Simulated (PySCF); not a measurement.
# C5H6F2Se: the cost of one run

Programs: PySCF 2.14.0, with routines of our own; each step states its level. All values are computed. Atoms count from 0.

## 1. The starting structure

14 atoms, charge 0, multiplicity 1; geometry from: GFN2-xTB.

## 2. Optimising the geometry at PBE0-D3(BJ)/def2-SVP

What the job is given:

```
{"job": {"xc": "PBE0", "basis": "def2-SVP", "d3": "d3bj", "grid": 2, "kind": "geom"}, "charge": 0, "multiplicity": 1}
C     -2.775047     0.259542     1.013845
C     -1.746980     0.876790     0.441397
F     -1.902048     2.126348    -0.054244
C     -0.406530     0.348284     0.273484
F     -0.261385    -0.905948     0.768907
C      0.610001     1.001717    -0.303760
Se     2.383949     0.493225    -0.607980
C      2.494195    -1.310982     0.130555
H     -3.733146     0.738555     1.088623
H     -2.664271    -0.731440     1.410063
H      0.412463     1.998620    -0.673040
H      3.517430    -1.642874    -0.025582
H      1.804892    -1.963959    -0.396382
H      2.265798    -1.288352     1.191971
```

Launch:

```sh
OMP_NUM_THREADS=1 python excited_run.py task.json out
```

This one command runs all jobs of the session in turn.

**Question.** How long does this first job take on 1 thread of Arm Neoverse V1, shared host, and how much memory does it need?

About 100 s, with a peak of 0.77 GiB.
